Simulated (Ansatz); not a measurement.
# SiSnO4: the band gap up the ladder of functionals

An exercise on one series of results from a longer session: the logs are not shown, and one member is left open.

The runs shown are made with Ansatz 0.2.0. PAW datasets, plane waves. The cell comes from a prototype generator: it can be a known phase or a hypothetical one. Spin polarisation is off.

### The cell

The cell was relaxed beforehand with r2SCAN.

The symmetry is P-42_1m (No. 113, tetragonal); a = 4.463 Å, c = 5.912 Å in the conventional setting, 9.81 Å³ an atom. Near Sn stand 6 O at 2.01–2.05 Å; near O stand 1 Si at 1.79 Å and 2 Sn at 2.01–2.05 Å; near Si stand 6 O at 1.79–1.87 Å; near O stand 2 Si at 1.79–1.87 Å and 1 Sn at 2.04 Å.

The structure in full:

```cif
data_structure
_symmetry_space_group_name_H-M 'P-42_1m'
_symmetry_Int_Tables_number 113
_cell_length_a 4.4633
_cell_length_b 4.4633
_cell_length_c 5.9120
_cell_angle_alpha 90.000
_cell_angle_beta 90.000
_cell_angle_gamma 90.000
_cell_volume 117.77
loop_
_atom_site_label
_atom_site_type_symbol
_atom_site_symmetry_multiplicity
_atom_site_Wyckoff_symbol
_atom_site_fract_x
_atom_site_fract_y
_atom_site_fract_z
_atom_site_occupancy
Sn1 Sn 2 c 0.00000 0.50000 0.13430 1
O1 O 4 e 0.68162 0.81838 0.15385 1
Si1 Si 2 c 0.00000 0.50000 0.61349 1
O2 O 4 e 0.70349 0.79651 0.59852 1
```

The first run:

Input file input.yaml:

```yaml
crystal:
  lattice:
    - [4.4633060881, 0.0, 0.0]
    - [0.0, 4.4633060881, 0.0]
    - [0.0, 0.0, 5.9119848108]
  atoms:
    - { symbol: Sn, position: [0.0, 0.5, 0.1343030142] }
    - { symbol: Sn, position: [0.5, 0.0, 0.8656969858] }
    - { symbol: O, position: [0.6816177213, 0.8183822787, 0.1538543208] }
    - { symbol: O, position: [0.3183822787, 0.1816177213, 0.1538543208] }
    - { symbol: O, position: [0.8183822787, 0.3183822787, 0.8461456792] }
    - { symbol: O, position: [0.1816177213, 0.6816177213, 0.8461456792] }
    - { symbol: Si, position: [0.0, 0.5, 0.613487566] }
    - { symbol: Si, position: [0.5, 0.0, 0.386512434] }
    - { symbol: O, position: [0.7034869263, 0.7965130737, 0.5985184473] }
    - { symbol: O, position: [0.2965130737, 0.2034869263, 0.5985184473] }
    - { symbol: O, position: [0.7965130737, 0.2965130737, 0.4014815527] }
    - { symbol: O, position: [0.2034869263, 0.7034869263, 0.4014815527] }
kpoints:
  mp_grid: { grid: [6, 6, 4] }
  band_path:
    path:
      - [[0.0, 0.0, 0.0], [2.924565628131e-52, 0.5, -1.690119743939e-34], [0.5, 0.5, -1.690119743939e-34], [0.0, 0.0, 0.0], [2.14505045605e-85, -5.222865313235e-51, 0.5], [2.924565628131e-52, 0.5, 0.5], [0.5, 0.5, 0.5], [2.14505045605e-85, -5.222865313235e-51, 0.5]]
      - [[2.924565628131e-52, 0.5, -1.690119743939e-34], [2.924565628131e-52, 0.5, 0.5]]
      - [[0.5, 0.5, -1.690119743939e-34], [0.5, 0.5, 0.5]]
    npoints: 10
hamiltonian:
  xc: pbe
scf:
  occupations: { method: fermi_dirac, width: 0.02 }
  n_extra_bands: 7
output:
  forces: true
  stress: true
  eigenvalues: true
```

Among the steps run: PBE bands along the symmetry lines; Single point with r2SCAN; Single point with HSE06; Single point with PBE+SOC; PBE0 at the same geometry.

One of the session's tables, all rows but one given; the rest of the session is left out.

```
  level  gap (eV)
    PBE      2.20
 r2SCAN         ?
  HSE06      4.04
PBE+SOC      2.20
   PBE0      4.79
```

Q: Estimate the row for r2SCAN from the others.

The run gave: gap (eV): 2.91. In the column «gap (eV)» it lies between PBE+SOC (2.20) and HSE06 (4.04).

Meshes: PBE 6×6×4, r2SCAN 6×6×4, HSE06 4×4×4, PBE+SOC 6×6×4, PBE0 4×4×4

What this shows: The gap runs from 2.20 eV (PBE) to 4.79 eV (PBE0). PBE reaches 54 % of the HSE06 value, and r2SCAN 72 %. PBE0 lies 0.74 eV above HSE06, which differs from it by screening the long-range exchange.

Limits of these values: Warnings in the runs' records: stress exchange threshold loose, stress scf threshold loose.
